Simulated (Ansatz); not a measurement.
# TiO2: the cost of one run

Program: Ansatz 0.2.0. Level of theory: DFT r2SCAN, scalar-relativistic, plane waves, PAW. These are calculated values, not measurements.

### Step 1. The starting structure

Symmetry: P4_2/mnm, No. 136, tetragonal system. Conventional cell: a = 4.592 Å, b = 4.592 Å, c = 2.957 Å, α = 90.00°, β = 90.00°, γ = 90.00°. Ti (site symmetry mmm) has 6 O at 1.95 to 1.98 Å as nearest neighbours. O (site symmetry m2m) has 3 Ti at 1.95 to 1.98 Å as nearest neighbours.

As a file:

```xyz
6
Lattice="4.5922 0.0000 0.0000 0.0000 4.5922 0.0000 0.0000 0.0000 2.9574" Properties=species:S:1:pos:R:3 pbc="T T T"
Ti    0.0000    0.0000    0.0000
Ti    2.2961    2.2961    1.4787
O     1.4004    1.4004    0.0000
O     0.8957    3.6965    1.4787
O     3.1918    3.1918    0.0000
O     3.6965    0.8957    1.4787
```

The structure rests on an entry of the Crystallography Open Database; cell or positions may have been set otherwise for this series.

### Step 2. Phonons: TiO2, no spin

Contents of input.yaml:

```yaml
crystal:
  lattice:
    - [4.5922, 0.0, 0.0]
    - [0.0, 4.5922, 0.0]
    - [0.0, 0.0, 2.9574]
  atoms:
    - { symbol: Ti, position: [0.0, 0.0, 0.0] }
    - { symbol: Ti, position: [0.5, 0.5, 0.5] }
    - { symbol: O, position: [0.30496, 0.30496, 0.0] }
    - { symbol: O, position: [0.19504, 0.80496, 0.5] }
    - { symbol: O, position: [0.69504, 0.69504, 0.0] }
    - { symbol: O, position: [0.80496, 0.19504, 0.5] }
scf:
  occupations: { method: fixed }
output:
  forces: true
  stress: true
  eigenvalues: true
kpoints:
  mp_grid: { grid: [6, 6, 9] }
hamiltonian:
  xc: r2scan
phonons:
  method: dfpt
  dielectric: true
  rigid_motions: translations
```

Started as:

```bash
> ansatz run input.yaml --threads 8 --pin off --max-ram 32768MiB --backend cpu --events-out ev --progress --plain --runs-dir out
```

**Question.** How long does this run take on 8 threads of Arm Neoverse V1, shared host, and how much memory does it need?

About 2.7 min, with a peak of 3.1 GiB.
